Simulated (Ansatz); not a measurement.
LaFeGe in Ansatz: the effect of fixed moment

LaFeGe:

```
CELL_PARAMETERS angstrom
4.23181 0.00000 0.00000
-2.11590 3.66485 0.00000
0.00000 0.00000 4.28578
ATOMIC_POSITIONS crystal
La 0.00000 0.00000 0.00000
Ge 0.66667 0.33333 0.50000
Fe 0.33333 0.66667 0.50000
```

The cell comes from a database or a generator and needn't be the stable form of this composition.

Alike in all runs:

| Item | Value |
| --- | --- |
| Program | Ansatz 0.2.0 |
| Task | single point |
| Functional | PBE |
| Potentials or basis | Ansatz PAW |
| Cutoff | 420 eV (not typed: the program's choice for these potentials) |
| k mesh | 6 × 6 × 5 |
| Occupations | fermi-dirac, width 0.05 eV |

```csv
fixed moment,spin,starting moments,energy over the lowest run (meV/atom),pressure (GPa)
0,"collinear spin, program default start",-,?,?
0.8,"collinear spin, ferromagnetic start","[0.0, 0.0, 0.8] μB",33.8,-2.7
1.5,"collinear spin, ferromagnetic start","[0.0, 0.0, 1.5] μB",11.2,-1.4
2.2,"collinear spin, ferromagnetic start","[0.0, 0.0, 2.2] μB",0.0,-0.1
3,"collinear spin, ferromagnetic start","[0.0, 0.0, 3.0] μB",32.0,1.3
4.5,"collinear spin, ferromagnetic start","[0.0, 0.0, 4.5] μB",218.6,4.0
6,"collinear spin, ferromagnetic start","[0.0, 0.0, 6.0] μB",779.8,7.8
```

What does the run with fixed moment 0 give?

Energy over the lowest run 62.0 meV/atom; pressure -3.9 GPa.

Worked out: A parabola through the other rows of the energy over the lowest run, of slope -216 meV/atom per unit of fixed moment there, extrapolates to 201.5 meV/atom, against the run's 62.0. The fit is too stiff a form for this range. A parabola through the other rows of the pressure, of slope 1.41 GPa per unit of fixed moment there, extrapolates to -3.8 GPa, against the run's -3.9.

Caveats: the total moment is fixed, so each spin has its own Fermi level; the thresholds are loose for stress.
